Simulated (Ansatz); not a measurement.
# H₆NPSSi: basis-set convergence

The task here is to estimate one member of a computed series from the others.

Computed with Ansatz 0.2.0, Gaussian basis. Level: one geometry, several basis sets.

Levels to be run: PBE0-D4/def2-SVP; ωB97M-V/def2-SVP; PBE0-D4/def2-QZVPP; ωB97M-V/def2-QZVPP; the functionals' def2-TZVPP values are taken from earlier runs.

## The geometry

An earlier PBE0-D4 in a triple-zeta def2 set relaxation fixed the geometry.

10 atoms, charge 0, spin multiplicity 1.

Atoms are counted from 1 here; the program's logs count them from 0.

Bond lengths: N1–P2 1.685 Å, N1–H5 1.008 Å, N1–H6 1.010 Å, P2–S3 2.152 Å, P2–H7 1.416 Å, S3–Si4 2.132 Å, Si4–H8 1.484 Å, Si4–H9 1.485 Å, Si4–H10 1.487 Å. Angles: P2–N1–H5 114.8°, P2–N1–H6 119.9°, H5–N1–H6 111.6°, N1–P2–S3 107.9°, N1–P2–H7 96.9°, S3–P2–H7 92.4°, P2–S3–Si4 95.7°, S3–Si4–H8 111.4°, S3–Si4–H9 106.9°, S3–Si4–H10 110.6°, H8–Si4–H9 109.9°, H8–Si4–H10 108.7°, H9–Si4–H10 109.4°.

Set-up of the first run:

in.yaml reads:

```yaml
crystal:
  periodic: [false, false, false]
  atoms:
    - {symbol: N, position_ang: [-0.194347, 2.018762, -0.852069]}
    - {symbol: P, position_ang: [0.464448, 0.507272, -1.199862]}
    - {symbol: S, position_ang: [1.255625, -0.305860, 0.628416]}
    - {symbol: Si, position_ang: [-0.305183, -1.729372, 0.919662]}
    - {symbol: H, position_ang: [-1.180247, 2.011493, -0.640123]}
    - {symbol: H, position_ang: [0.308005, 2.662541, -0.258097]}
    - {symbol: H, position_ang: [1.737234, 0.967691, -1.616608]}
    - {symbol: H, position_ang: [-0.290724, -2.772998, -0.135614]}
    - {symbol: H, position_ang: [-0.078847, -2.351678, 2.248466]}
    - {symbol: H, position_ang: [-1.632763, -1.059050, 0.908629]}
basis:
  gaussian: {orbitals: def2-SVP}
hamiltonian: {xc: pbe0, dispersion: d4}
output: {orbitals: {seedname: orbitals}}
```

Steps of the session up to this table: PBE0-D4 in def2-SVP; ωB97M-V in def2-SVP; PBE0-D4 in def2-QZVPP; ωB97M-V in def2-QZVPP.

One of the session's tables, all rows but one given; the rest of the session is left out.

It belongs to the step «Density functionals: the series». 

| functional | basis | HOMO (eV) | LUMO (eV) |
| --- | --- | --- | --- |
| PBE0-D4 | def2-SVP | -7.03 | 0.20 |
| PBE0-D4 | def2-TZVPP | ? | ? |
| PBE0-D4 | def2-QZVPP | -7.15 | -0.36 |
| ωB97M-V | def2-SVP | -9.10 | 2.14 |
| ωB97M-V | def2-TZVPP | -9.23 | 1.52 |
| ωB97M-V | def2-QZVPP | -9.27 | 1.21 |

Q: Estimate the row for PBE0-D4, def2-TZVPP from the others.

**Answer.** HOMO (eV): -7.12; LUMO (eV): -0.21. In the column «HOMO (eV)» it lies between PBE0-D4, def2-QZVPP (-7.15) and PBE0-D4, def2-SVP (-7.03).
